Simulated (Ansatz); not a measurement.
# GeH₄S₃: basis-set convergence

One table from this session's results is given with a row withheld; the runs are named, their logs left out.

Method: one geometry, several basis sets; program: Ansatz 0.2.0, Gaussian basis.

Plan: PBE0-D4/def2-SVP; ωB97M-V/def2-SVP; PBE0-D4/def2-QZVPP; ωB97M-V/def2-QZVPP; the functionals' def2-TZVPP values are taken from earlier runs.

### The geometry

An earlier PBE0-D4 in a triple-zeta def2 set relaxation fixed the geometry.

SMILES `[SH][GeH]([SH])[SH]`, 8 atoms, charge 0, spin multiplicity 1.

Atoms are counted from 1 here; the program's logs count them from 0.

Bond lengths: S1–Ge2 2.212 Å, S1–H5 1.344 Å, Ge2–S3 2.215 Å, Ge2–S4 2.219 Å, Ge2–H6 1.536 Å, S3–H7 1.345 Å, S4–H8 1.345 Å. Angles: Ge2–S1–H5 93.5°, S1–Ge2–S3 107.9°, S1–Ge2–S4 113.5°, S1–Ge2–H6 105.7°, S3–Ge2–S4 105.4°, S3–Ge2–H6 113.3°, S4–Ge2–H6 111.1°, Ge2–S3–H7 93.6°, Ge2–S4–H8 94.0°.

Set-up of the first run:

Contents of in.yaml:

```yaml
crystal:
  periodic: [false, false, false]
  atoms:
    - {symbol: S, position_ang: [-1.116469, 1.860643, -0.569713]}
    - {symbol: Ge, position_ang: [0.128261, 0.264584, 0.323376]}
    - {symbol: S, position_ang: [2.046063, 0.198436, -0.782197]}
    - {symbol: S, position_ang: [-0.747016, -1.763530, 0.108591]}
    - {symbol: H, position_ang: [-1.230680, 1.225084, -1.748136]}
    - {symbol: H, position_ang: [0.292105, 0.642970, 1.803368]}
    - {symbol: H, position_ang: [2.442490, -0.945859, -0.197396]}
    - {symbol: H, position_ang: [-1.722553, -1.539428, 1.006304]}
basis:
  gaussian: {orbitals: def2-SVP}
hamiltonian: {xc: pbe0, dispersion: d4}
output: {orbitals: {seedname: orbitals}}
```

On the command line:

```sh
> ansatz run in.yaml --threads 4 --pin off --events-out ev --progress --plain --max-ram 10444MiB
```

Among the steps run: PBE0-D4 in def2-SVP; ωB97M-V in def2-SVP; PBE0-D4 in def2-QZVPP; ωB97M-V in def2-QZVPP.

One of the session's tables, all rows but one given; the rest of the session is left out.

It belongs to the step «Density functionals: the series». 

| functional | basis | HOMO (eV) |
| --- | --- | --- |
| PBE0-D4 | def2-SVP | ? |
| PBE0-D4 | def2-TZVPP | -7.52 |
| PBE0-D4 | def2-QZVPP | -7.54 |
| ωB97M-V | def2-SVP | -9.51 |
| ωB97M-V | def2-TZVPP | -9.67 |
| ωB97M-V | def2-QZVPP | -9.70 |

Estimate the missing values for PBE0-D4, def2-SVP.

The run gave: HOMO (eV): -7.39. In the column «HOMO (eV)» it is the highest.
